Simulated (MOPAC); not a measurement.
# C2H5F2InN (SMILES [CH2][N](C)[In]([F])[F]): PM6-D3H4X

We compute a structure relaxation of C2H5F2InN. 

The results are computed with MOPAC 23.2.5.

18 further runs of the same task are left out: 18 set aside as unsound or not needed.

## Step 1: The system as given

The species is C2H5F2InN (11 atoms), meant as a doublet with charge 0. As SMILES, `[CH2][N](C)[In]([F])[F]`. All atoms were displaced at random from a relaxed shape. The run starts from this shape.

Bond lengths: C1–N2 1.277 Å, N2–C3 1.448 Å, N2–In4 2.312 Å, In4–F5 1.965 Å, In4–F6 1.990 Å, C1–H7 1.093 Å, C1–H8 1.071 Å, C3–H9 1.058 Å, C3–H10 1.106 Å, C3–H11 1.095 Å. Some angles: C1–N2–C3 122.3°, C1–N2–In4 117.9°, C3–N2–In4 118.7°, N2–In4–F5 89.6°, N2–In4–F6 88.2°, F5–In4–F6 115.2°, N2–C1–H7 119.6°, N2–C1–H8 117.7°, N2–C3–H9 110.0°, N2–C3–H10 107.8°.

## Step 2: A structure relaxation at PM6-D3H4X

c2h5f2inn.mop reads:

```
PM6-D3H4X DISP MULLIK GNORM=0.02 UHF GRADIENTS DOUBLET CYCLES=300 THREADS=1 AUX(PRECISION=6)
optimise of C2H5F2InN

C     -0.944971    -0.946329     0.448910
N     -0.012096    -0.087380     0.296372
C      1.362709    -0.472604     0.056482
In    -0.614804     2.125153    -0.000367
F      0.310373     2.130845    -1.734491
F     -2.514833     1.536041    -0.055954
H     -0.701357    -2.011699     0.459809
H     -1.939678    -0.578586     0.600940
H      1.989976    -0.061663     0.803371
H      1.662484    -0.061241    -0.925837
H      1.444760    -1.563745     0.012349
```

The run is started by

```bash
$ mopac c2h5f2inn.mop
```

Q: Predict the results. Wanted: total energy at the end; dipole moment; HOMO energy; LUMO energy; dispersion energy; heat of formation; ⟨S²⟩.

Computed results:

Level: PM6-D3H4X.

```
                  quantity            value
   total energy at the end     -54.79255 Eh
             dipole moment           7.34 D
HOMO energy (over α and β)        -10.60 eV
LUMO energy (over α and β)         -0.68 eV
         dispersion energy     -4.50 kJ/mol
         heat of formation  -117.9 kcal/mol
                      ⟨S²⟩            0.759
```

At the final geometry: Bond lengths: C1–N2 1.290 Å, N2–C3 1.471 Å, N2–In4 2.295 Å, In4–F5 1.978 Å, In4–F6 1.979 Å, C1–H7 1.101 Å, C1–H8 1.109 Å, C3–H9 1.123 Å, C3–H10 1.130 Å, C3–H11 1.116 Å. Some angles: C1–N2–C3 121.7°, C1–N2–In4 122.7°, C3–N2–In4 115.5°, N2–In4–F5 92.1°, N2–In4–F6 91.5°, F5–In4–F6 107.2°, N2–C1–H7 125.5°, N2–C1–H8 119.0°, N2–C3–H9 108.0°, N2–C3–H10 107.5°. The optimisation took 100 steps and changed the energy by -0.251 eV. Mulliken charges run from -0.53 on F6 to +0.83 on In4.
